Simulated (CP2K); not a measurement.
Runs of CP2K 2026.2 on WAu. The structure is cubic, space group F-43m (No. 216). Conventional cell: a = 5.818 Å, b = 5.818 Å, c = 5.818 Å, α = 90.00°, β = 90.00°, γ = 90.00°. Around W (site symmetry -43m) lie 4 Au at 2.52 Å. Around Au (site symmetry -43m) lie 4 W at 2.52 Å. The cell was built by a generator and needn't be a form met in nature.

```tsv
task	level	potentials or basis	smearing	EPS_DEFAULT	NGRIDS	CUTOFF of the grids	points a segment of the path (NPOINTS)	bands added on the path	gap on the mesh (eV)	pressure (GPa)
single point	LDA	POTENTIAL_UZH W GTH-PBE-q14, Au GTH-PBE-q11; TZVP-MOLOPT-PBE-GTH basis	fermi-dirac 0.05 eV	1.0E-9	5	700 Ry	-	-	none	(a)
single point	PBE	POTENTIAL_UZH W GTH-PBE-q14, Au GTH-PBE-q11; TZVP-MOLOPT-PBE-GTH basis	fermi-dirac 0.05 eV	1.0E-9	5	700 Ry	-	-	none	1.4
band structure	LDA	GTH_POTENTIALS W GTH-PADE-q14, Au GTH-PADE-q11; TZVP-MOLOPT-PBE-GTH basis	fermi-dirac 0.1 eV	1.0E-10	5	500 Ry	8	6	none	-16.9
band structure	PBEsol	POTENTIAL_UZH W GTH-PBE-q14, Au GTH-PBE-q11; TZVP-MOLOPT-PBE-GTH basis	fermi-dirac 0.0259 eV	1.0E-10	5	500 Ry	8	2	none	-2.6
single point	PW91	POTENTIAL_UZH W GTH-PBE-q14, Au GTH-PBE-q11; TZVP-MOLOPT-PBE-GTH basis	fermi-dirac 0.05 eV	1.0E-9	5	700 Ry	-	-	none	1.7
band structure	PBE	POTENTIAL_UZH W GTH-PBE-q14, Au GTH-PBE-q11; TZVP-MOLOPT-PBE-GTH basis	fermi-dirac 0.05 eV	1.0E-9	4	500 Ry	8	6	none	1.4
single point	PBE	POTENTIAL_UZH W GTH-PBE-q14, Au GTH-PBE-q11; TZVP-MOLOPT-PBE-GTH basis	fermi-dirac 0.05 eV	1.0E-10	4	500 Ry	-	-	none	1.4
```

Alike in all rows: no spin polarisation; cell as given; k mesh 8 × 8 × 8.

Q: Fill in the values left out.

A: (a) -4.1.

Caveats: the basis of atomic orbitals isn't converged, which shifts pressures, moduli and gaps; the potentials were made for another functional, which shifts forces and pressure (some runs); so large a pressure means that the cell lies far from this level's equilibrium, or that cutoff or potentials fall short (some runs).

A k mesh can miss the band edges, and the runs leave out spin-orbit coupling on Au, W.

A gap of «none» marks a metal or a gap under the smearing width.

Not every run made on this cell is shown here.
